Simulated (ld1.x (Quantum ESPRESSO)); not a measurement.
# Si: generating and testing a TM potential

Do these settings give a usable potential? It is generated, then checked for transferability, scattering, ghosts and hardness.

Method: ld1.x (Quantum ESPRESSO) 7.5, LDA (PW92), scalar-relativistic.

## Step 1: The design

Typed settings, in words:

| Item | Value |
| --- | --- |
| element | silicon (Si, Z = 14) |
| type | norm-conserving Troullier–Martins (Kleinman–Bylander form) |
| frozen core | [He] |
| valence charge | 12 |
| reference configuration | 2s2 2p6 3s2 3p2 |
| partial waves | 2s (bound): rc 0.90 bohr; 2p (bound): rc 0.50 bohr; 3d channel at -0.05 Ry: rc 0.70 bohr |
| occupied shells without a wave | 3p, 3s |
| local potential | all-electron potential smoothed inside 0.50 bohr (lloc = -1) |
| core correction | Bessel-smoothed model core inside 0.45 bohr |

An earlier all-electron run gives the scale for the radii.

All-electron outer shells of the reference configuration (LDA (PW92), scalar-relativistic, ld1.x):

```csv
shell,level (eV),outermost node (bohr),outermost maximum (bohr)
1s,-1778.46,–,0.07
2s,-138.74,0.15,0.45
2p,-95.61,–,0.39
3s,-10.88,0.72,1.77
3p,-4.16,0.72,2.14
```

## Step 2: The generation run

The input, Si.in:

```
 &input
   title='Si', zed=14., rel=1, dft='PW', iswitch=3,
   config='[Ne] 3s2 3p2 3d-2',
   nld=3, rlderiv=1.00, eminld=-12.0, emaxld=5.0, deld=0.04
 /
 &inputp
   pseudotype=2, tm=.true., lloc=-1, rcloc=0.50,
   nlcc=.true., new_core_ps=.true., rcore=0.45,
   file_pseudopw='Si.UPF', file_wfcaegen='ae.wfc', file_wfcncgen='nc.wfc', file_beta='beta', file_chi='chi'
 /
3
2S  1  0   2.00   0.00  0.90  0.90  0.0
2P  2  1   6.00   0.00  0.50  0.50  0.0
3D  3  2  -2.00  -0.05  0.70  0.70  0.0
 &test
   configts(1)='2s2 2p6 3s2 3p2'
 /
```

The run is started by

```console
$ ld1.x < Si.in > Si.out
```

What the program wrote to Si.out (without the banner and most projector matrices):

```text
     Program LD1 v.7.5
     --------------------------- All-electron run ----------------------------

     Si
     scalar relativistic calculation

     atomic number is 14.00
     dft =PW   lsd =0 sic =0 latt =0  beta=0.20 tr2=1.0E-14
     Exchange-correlation= PW
                           (   1   4   0   0   0   0   0)
     mesh =1141 r(mesh) = 100.57892 a.u. xmin = -7.00 dx = 0.01250
     1 Ry =  13.60569312 eV, c = 137.03599908

     n l     nl                  e(Ry)          e(Ha)          e(eV)
     1 0     1S 1( 2.00)      -130.7145       -65.3572     -1778.4608
     2 0     2S 1( 2.00)       -10.1975        -5.0987      -138.7436
     2 1     2P 1( 6.00)        -7.0271        -3.5136       -95.6091
     3 0     3S 1( 2.00)        -0.7996        -0.3998       -10.8791
     3 1     3P 1( 2.00)        -0.3060        -0.1530        -4.1628

     final scf error:  6.9E-15 reached in  24 iterations

     Etot =    -577.642935 Ry,    -288.821468 Ha,   -7859.232511 eV

     Ekin =     578.497894 Ry,     289.248947 Ha,    7870.864812 eV
     Encl =   -1380.985737 Ry,    -690.492869 Ha,  -18789.268146 eV
     Eh   =     264.036879 Ry,     132.018440 Ha,    3592.404749 eV
     Exc  =     -39.191971 Ry,     -19.595985 Ha,    -533.233925 eV

     normalization and overlap integrals

     s(1S/1S) =  1.000000  <r> =   0.1116  <r2> =    0.0168  r(max) =   0.0732
     s(2S/2S) =  1.000000  <r> =   0.5706  <r2> =    0.3895  r(max) =   0.4543
     s(2P/2P) =  1.000000  <r> =   0.5387  <r2> =    0.3668  r(max) =   0.3861
     s(3S/3S) =  1.000000  <r> =   2.1578  <r2> =    5.4395  r(max) =   1.7744
     s(3P/3P) =  1.000000  <r> =   2.7938  <r2> =    9.4111  r(max) =   2.1403

     ------------------------ End of All-electron run ------------------------

     --------------------- Generating NC pseudopotential ---------------------

      Generating local potential from pseudized AE potential:
      Matching radius rcloc =   0.5000

      Local pseudo, rcloc= 0.502 Estimated cut-off energy=    93.87 Ry

      Computing core charge for nlcc:

       r > 0.45 : true rho core
      Core charge pseudized with two Bessel functions
      Integrated core pseudo-charge :   4.08

      Wfc   2S  rcut= 0.892  Using Troullier-Martins method

      Wfc   2P  rcut= 0.502  Using Troullier-Martins method

      Wfc   3D  rcut= 0.695  Using Troullier-Martins method

     ------------------- End of pseudopotential generation -------------------

     [... the all-electron block is printed once more ...]


     Computing logarithmic derivative in   1.00472
     Computing logarithmic derivative in   1.00472
     Computing the partial wave expansion
     R is outside the sphere for l=    0 j= 0.00
     R is outside the sphere for l=    1 j= 0.00
     R is outside the sphere for l=    2 j= 0.00

     ---------------------- Testing the pseudopotential ----------------------

     Si
     scalar relativistic calculation

     atomic number is 14.00   valence charge is 12.00
     dft =PW   lsd =0 sic =0 latt =0  beta=0.20 tr2=1.0E-14
     mesh =1141 r(mesh) = 100.57892 xmin = -7.00 dx = 0.01250

     n l     nl             e AE (Ry)        e PS (Ry)    De AE-PS (Ry)
     1 0     2S   1( 2.00)      -10.19746      -10.19747        0.00001
     2 1     2P   1( 6.00)       -7.02714       -7.02748        0.00034
     2 0     3S   1( 2.00)       -0.79960       -0.81468        0.01509  !
     3 1     3P   1( 2.00)       -0.30596       -0.30527       -0.00069

     eps = 6.6E-15  iter = 17

     Etot =    -577.642935 Ry,    -288.821468 Ha,   -7859.232511 eV
     Etotps =  -206.871864 Ry,    -103.435932 Ha,   -2814.635103 eV

     Ekin =     159.756976 Ry,      79.878488 Ha,    2173.604387 eV
     Encl =    -469.362446 Ry,    -234.681223 Ha,   -6386.001405 eV
     Ehrt =     146.275147 Ry,      73.137574 Ha,    1990.174763 eV
     Ecxc =     -25.784386 Ry,     -12.892193 Ha,    -350.814448 eV
     (Ecc =      -2.103268 Ry,      -1.051634 Ha,     -28.616423 eV)
     Epseu=     -17.757155 Ry,      -8.878577 Ha,    -241.598400 eV

     ---------------------- End of pseudopotential test ----------------------
```

Run time: 2.5 s. Hardware: 1 thread of Neoverse-V1, shared host. (Generation and the later configuration tests together.)

All-electron and pseudo partial waves u(r) = r·R(r), from the program's wave files:

```
r (bohr)    2s AE   2s PS   2p AE   2p PS
   0.045  -0.6163  0.1966  0.1297  0.0760
   0.090  -0.5210  0.3885  0.3854  0.2833
   0.135  -0.1618  0.5715  0.6537  0.5658
   0.180   0.2505  0.7413  0.8859  0.8516
   0.225   0.6224  0.8938  1.0653  1.0806
   0.270   0.9186  1.0257  1.1906  1.2265
   0.315   1.1329  1.1340  1.2670  1.2971
   0.360   1.2721  1.2164  1.3026  1.3173
   0.405   1.3482  1.2717  1.3058  1.3095
   0.450   1.3740  1.2996  1.2842  1.2844
   0.495   1.3617  1.3011  1.2444  1.2444
   0.540   1.3215  1.2785  1.1918  1.1918
   0.585   1.2620  1.2352  1.1306  1.1306
   0.630   1.1898  1.1753  1.0644  1.0644
   0.675   1.1103  1.1037  0.9956  0.9956
   0.720   1.0273  1.0249  0.9261  0.9261
   0.765   0.9438  0.9432  0.8576  0.8576
   0.810   0.8619  0.8618  0.7910  0.7910
   0.855   0.7831  0.7831  0.7270  0.7270
   0.900   0.7084  0.7084  0.6662  0.6662
   0.945   0.6384  0.6384  0.6089  0.6089
   0.990   0.5734  0.5734  0.5552  0.5552
   1.035   0.5135  0.5135  0.5052  0.5052
   1.080   0.4587  0.4587  0.4589  0.4589
   1.125   0.4089  0.4089  0.4162  0.4162
   1.170   0.3637  0.3637  0.3769  0.3769
```

[end of part 1 of 2]
